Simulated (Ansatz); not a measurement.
# C₂H₆AlFS: one species, many methods

An exercise on one series of results from a longer session: the logs are not shown, and one member is left open.

The runs use Ansatz 0.2.0, Gaussian basis; functionals in def2-TZVPP, the program's frozen cores in correlated methods.

Plan: LDA (SPW92), PBE-D4, revPBE-D4, BLYP-D4, r2SCAN-D4, B97M-V, PBE0-D4, B3LYP-D4, r2SCANh-D4, r2SCAN0-D4, HSE06-D4, BHLYP-D4, CAM-B3LYP-D4, LC-ωPBE, ωB97X-V, ωB97M-V, B2PLYP, PBE-QIDH; CCSD(T)/def2-SVP; CCSD(T)/def2-TZVPP; MP2/def2-QZVPP; extrapolation to the limit; RPA on PBE.

**The geometry**

An earlier PBE0-D4 in a triple-zeta def2 set relaxation fixed the geometry.

SMILES `C[S][Al]([CH3])[F]`, 11 atoms, charge 0, spin multiplicity 1.

Atoms are counted from 1 here; the program's logs count them from 0.

Bond lengths: C1–S2 1.824 Å, C1–H6 1.089 Å, C1–H7 1.089 Å, C1–H8 1.089 Å, S2–Al3 2.166 Å, Al3–C4 1.940 Å, Al3–F5 1.651 Å, C4–H9 1.094 Å, C4–H10 1.094 Å, C4–H11 1.092 Å. Angles: S2–C1–H6 108.8°, S2–C1–H7 112.3°, S2–C1–H8 108.6°, H6–C1–H7 108.9°, H6–C1–H8 109.3°, H7–C1–H8 108.9°, C1–S2–Al3 101.1°, S2–Al3–C4 124.9°, S2–Al3–F5 115.0°, C4–Al3–F5 120.1°, Al3–C4–H9 111.7°, Al3–C4–H10 111.7°, Al3–C4–H11 110.3°, H9–C4–H10 107.2°, H9–C4–H11 107.9°, H10–C4–H11 107.9°.

Coordinates:

```
C    -0.6449    1.7376    0.6740
S     0.0062    1.7292   -1.0298
Al    0.5667   -0.3516   -1.2512
C     0.3477   -1.7117    0.1141
F     1.2202   -0.7451   -2.7156
H    -0.0336    2.4040    1.2808
H    -0.6398    0.7454    1.1236
H    -1.6683    2.1091    0.6524
H    -0.7026   -1.8397    0.3914
H     0.8948   -1.4603    1.0271
H     0.7190   -2.6738   -0.2462
```

Set-up of the first run:

File in.yaml:

```yaml
crystal:
  periodic: [false, false, false]
  atoms:
    - {symbol: C, position_ang: [-0.644854, 1.737601, 0.673963]}
    - {symbol: S, position_ang: [0.006237, 1.729212, -1.029756]}
    - {symbol: Al, position_ang: [0.566653, -0.351590, -1.251244]}
    - {symbol: C, position_ang: [0.347656, -1.711654, 0.114084]}
    - {symbol: F, position_ang: [1.220162, -0.745090, -2.715568]}
    - {symbol: H, position_ang: [-0.033643, 2.404031, 1.280824]}
    - {symbol: H, position_ang: [-0.639770, 0.745401, 1.123619]}
    - {symbol: H, position_ang: [-1.668350, 2.109073, 0.652412]}
    - {symbol: H, position_ang: [-0.702614, -1.839719, 0.391393]}
    - {symbol: H, position_ang: [0.894844, -1.460287, 1.027053]}
    - {symbol: H, position_ang: [0.718980, -2.673779, -0.246181]}
basis:
  gaussian: {orbitals: def2-TZVPP}
hamiltonian: {xc: lda}
output: {orbitals: {seedname: orbitals}}
```

Command:

```bash
$ ansatz run in.yaml --threads 4 --pin off --events-out ev --progress --plain --max-ram 10444MiB
```

Among the steps run: LDA; PBE-D4 (GGA); revPBE-D4 (GGA); BLYP-D4 (GGA); r2SCAN-D4 (meta-GGA); B97M-V (meta-GGA); B3LYP-D4 (hybrid); r2SCANh-D4 (hybrid); r2SCAN0-D4 (hybrid); HSE06-D4 (hybrid); BHLYP-D4 (hybrid); CAM-B3LYP-D4 (range-separated); LC-ωPBE (range-separated); ωB97X-V (range-separated); ωB97M-V (range-separated); B2PLYP (double hybrid); PBE-QIDH (double hybrid).

One of the session's tables, all rows but one given; the rest of the session is left out.

It belongs to the step «Frontier levels by functional». 

```
  functional  HOMO (eV)  gap (eV)
 LDA (SPW92)      -6.13      4.85
      PBE-D4      -6.01      4.97
   revPBE-D4      -5.96      5.04
     BLYP-D4      -5.85      4.87
   r2SCAN-D4      -6.27      5.58
      B97M-V          ?         ?
     PBE0-D4      -7.20      6.93
    B3LYP-D4      -6.96      6.45
  r2SCANh-D4      -6.71      6.27
  r2SCAN0-D4      -7.37      7.30
    HSE06-D4      -6.80      6.16
    BHLYP-D4      -8.24      8.70
CAM-B3LYP-D4      -8.50      9.11
     LC-ωPBE      -9.89     11.65
     ωB97X-V      -9.54     11.16
     ωB97M-V      -9.38     10.65
```

**Question.** Estimate the row for B97M-V.

**Answer.** HOMO (eV): -6.34; gap (eV): 5.49. In the column «HOMO (eV)» it lies between r2SCANh-D4 (-6.71) and r2SCAN-D4 (-6.27).
